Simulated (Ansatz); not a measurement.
**Ti: a line through a two-coordinate scan**

Method: DFT r2SCAN, scalar-relativistic, plane waves, PAW, in Ansatz 0.2.0.

## Step 1: The system as given

The structure is hexagonal, space group P6_3/mmc (No. 194). Conventional cell: a = 2.935 Å, b = 2.935 Å, c = 4.638 Å, α = 90.00°, β = 90.00°, γ = 120.00°. Ti (site symmetry -6m2) is surrounded by 12 Ti at 2.87 to 2.94 Å.

Structure file:

```
CELL_PARAMETERS angstrom
2.93509 0.00000 0.00000
-1.46754 2.54186 0.00000
0.00000 0.00000 4.63842
ATOMIC_POSITIONS crystal
Ti 0.33333 0.66667 0.25000
Ti 0.66667 0.33333 0.75000
```

It is the result of an earlier relaxation at this level (volume 17.30 Å³/atom; gap on the mesh: none (metal)).

## Step 2: What is varied

The energy is mapped over the lattice constants a and c of the conventional cell.

First coordinate, lattice constant a (and b): 7 values from 2.730 to 3.140 Å. Second coordinate, lattice constant c: 7 values from 4.082 to 5.195 Å.

Nothing else is relaxed (symmetry fixes all fractional coordinates). Energies count from the relaxed crystal. Points are written as (first, second).

## Step 3: Point (3.004 Å, 4.082 Å)

Input file input.yaml:

```yaml
crystal:
  lattice:
    - [3.0036, 0.0, 0.0]
    - [-1.5018, 2.6011939028, 0.0]
    - [0.0, 0.0, 4.0818]
  atoms:
    - { symbol: Ti, position: [0.3333333333, 0.6666666667, 0.25] }
    - { symbol: Ti, position: [0.6666666667, 0.3333333333, 0.75] }
basis:
  ecutwfc: 520.0
kpoints:
  mp_grid: { grid: [18, 18, 10] }
hamiltonian:
  xc: r2scan
scf:
  occupations: { method: cold, width: 0.05 }
output:
  forces: true
  stress: true
  eigenvalues: true
```

Run with:

```sh
> ansatz run input.yaml --threads 1 --pin off --max-ram 2048MiB --backend cpu --events-out ev --progress --plain --runs-dir out
```

What time and memory should one allow on 1 thread of Arm Neoverse V2, shared host?

About 10 s, with a peak of 0.47 GiB.
